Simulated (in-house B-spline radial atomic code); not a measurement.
# Zr⁸⁺: excited configurations

Wanted: excitation energies of Zr⁸⁺ as differences of total energies (ΔSCF).

Program: in-house B-spline radial atomic code version 1. Level of theory: Dirac-Hartree-Fock, average of configuration, Fermi nucleus, basis-set limit. These are calculated values, not measurements, unless marked.

## Step 1: The atom as given

| Item | Value |
| --- | --- |
| element | zirconium (Z = 40) |
| charge | +8 |
| electrons | 32 |
| configuration | [Ar] 3d10 4s2 4p2 |
| Hamiltonian | Dirac-Coulomb |
| nucleus | Fermi, rms radius 4.269 fm |

Outer shells as boxes (Hund's rule):

[Ar] 3d10 4s2 4p2
```
[Ar] core
3d [↑↓][↑↓][↑↓][↑↓][↑↓]
4s [↑↓]
4p [↑ ][↑ ][  ]
```

The boxes only draw the lowest term's filling; these runs average over all states of the configuration.

Settings of the run:

```ini
Z = 40
electrons = 32.0
configuration = [Ar] 3d10 4s2 4p2
hamiltonian = dirac
method = hf
spin_polarised = False
nucleus = fermi
rms_radius = 4.2694
mass_number = 90
atomic_mass = 89.904698755
speed_of_light = 137.035999084
```

The reference is known from an earlier run: -3578.900490 hartree in all. Up to eight levels, counted from the top:

```csv
orbital,occupation,energy (eV),<r> (bohr)
3s1/2,2,-581.98,0.4538
3p1/2,2,-495.53,0.4517
3p3/2,4,-481.12,0.4614
3d3/2,4,-330.51,0.4446
3d5/2,6,-327.90,0.4480
4s1/2,2,-176.09,1.121
4p1/2,0.666667,-152.57,1.188
4p3/2,1.33333,-150.17,1.206
```

## Step 2: Run with [Ar] 3d9 4s2 4p2 8f1

Settings of the run:

```ini
Z = 40
electrons = 32.0
configuration = [Ar] 3d9 4s2 4p2 8f1
hamiltonian = dirac
method = hf
spin_polarised = False
nucleus = fermi
rms_radius = 4.2694
mass_number = 90
atomic_mass = 89.904698755
speed_of_light = 137.035999084
```

## Step 3: Run with [Ar] 3d10 4s2 4p1 7s1

Settings: those of step 2 with these lines changed.

```diff
@@ -2,3 +2,3 @@
 electrons = 32.0
-configuration = [Ar] 3d9 4s2 4p2 8f1
+configuration = [Ar] 3d10 4s2 4p1 7s1
 hamiltonian = dirac
```

## Step 4: Run with [Ne] 3s2 3p5 3d10 4s2 4p2 5g1

Settings: those of step 3 with these lines changed.

```diff
@@ -2,3 +2,3 @@
 electrons = 32.0
-configuration = [Ar] 3d10 4s2 4p1 7s1
+configuration = [Ne] 3s2 3p5 3d10 4s2 4p2 5g1
 hamiltonian = dirac
```

## Step 5: [Ar] 3d10 4s1 4p2 5f1

Settings: those of step 4 with these lines changed.

```diff
@@ -2,3 +2,3 @@
 electrons = 32.0
-configuration = [Ne] 3s2 3p5 3d10 4s2 4p2 5g1
+configuration = [Ar] 3d10 4s1 4p2 5f1
 hamiltonian = dirac
```

## Step 6: Run with [Ar] 3d9 4s2 4p2 5p1

Settings: those of step 5 with these lines changed.

```diff
@@ -2,3 +2,3 @@
 electrons = 32.0
-configuration = [Ar] 3d10 4s1 4p2 5f1
+configuration = [Ar] 3d9 4s2 4p2 5p1
 hamiltonian = dirac
```

## Step 7: [Ar] 3d10 4s2 4p1 5d1

Settings: those of step 6 with these lines changed.

```diff
@@ -2,3 +2,3 @@
 electrons = 32.0
-configuration = [Ar] 3d9 4s2 4p2 5p1
+configuration = [Ar] 3d10 4s2 4p1 5d1
 hamiltonian = dirac
```

## Step 8: [Ar] 3d9 4s2 4p2 7s1

Settings: those of step 7 with these lines changed.

```diff
@@ -2,3 +2,3 @@
 electrons = 32.0
-configuration = [Ar] 3d10 4s2 4p1 5d1
+configuration = [Ar] 3d9 4s2 4p2 7s1
 hamiltonian = dirac
```

## Step 9: Run with [Ar] 3d10 4s2 4p1 8g1

Settings: those of step 8 with these lines changed.

```diff
@@ -2,3 +2,3 @@
 electrons = 32.0
-configuration = [Ar] 3d9 4s2 4p2 7s1
+configuration = [Ar] 3d10 4s2 4p1 8g1
 hamiltonian = dirac
```

**Question.** How far above the reference does each configuration lie (order and size, in eV)?

**Answer**, as computed:

| net move | configuration | energy above the reference (eV) | with Breit, QED, recoil (eV) | largest <r> (bohr) |
| --- | --- | --- | --- | --- |
| 4p → 5d | [Ar] 3d10 4s2 4p1 5d1 | 88.926 | 88.863 | 2.69 |
| 4p → 7s | [Ar] 3d10 4s2 4p1 7s1 | 115.46 | 115.40 | 5.25 |
| 4s → 5f | [Ar] 3d10 4s1 4p2 5f1 | 128.31 | 128.19 | 3.17 |
| 4p → 8g | [Ar] 3d10 4s2 4p1 8g1 | 133.32 | 133.25 | 9.47 |
| 3d → 5p | [Ar] 3d9 4s2 4p2 5p1 | 245.27 | 245.25 | 2.33 |
| 3d → 7s | [Ar] 3d9 4s2 4p2 7s1 | 287.78 | 287.75 | 5.20 |
| 3d → 8f | [Ar] 3d9 4s2 4p2 8f1 | 305.06 | 305.02 | 9.38 |
| 3p → 5g | [Ne] 3s2 3p5 3d10 4s2 4p2 5g1 | 436.46 | 436.05 | 3.00 |

Quantum defects of the promoted electron, δ = n − ζ/√(−2ε) with ζ = 9 and ε its orbital energy in hartree:

| promotion | δ |
| --- | --- |
| 4p → 5d | 0.775 |
| 4p → 7s | 1.404 |
| 4s → 5f | 0.178 |
| 4p → 8g | 0.026 |
| 3d → 5p | 1.242 |
| 3d → 7s | 1.430 |
| 3d → 8f | 0.226 |
| 3p → 5g | 0.018 |

The energies run from 88.926 eV (4p → 5d) to 436.46 eV (3p → 5g). 4 of them lie above the ionisation threshold that Koopmans' theorem gives (150.17 eV), where such states can decay by emitting an electron. The defect is largest for 7s (1.43) and least for 5g (0.02): low angular momentum penetrates the core, high angular momentum stays outside it. Two partly filled shells share a symmetry and can mix in the average, which may lower the energy, for: 3d → 5p; 3p → 5g. These are averages over configurations, without correlation, not spectroscopic levels.
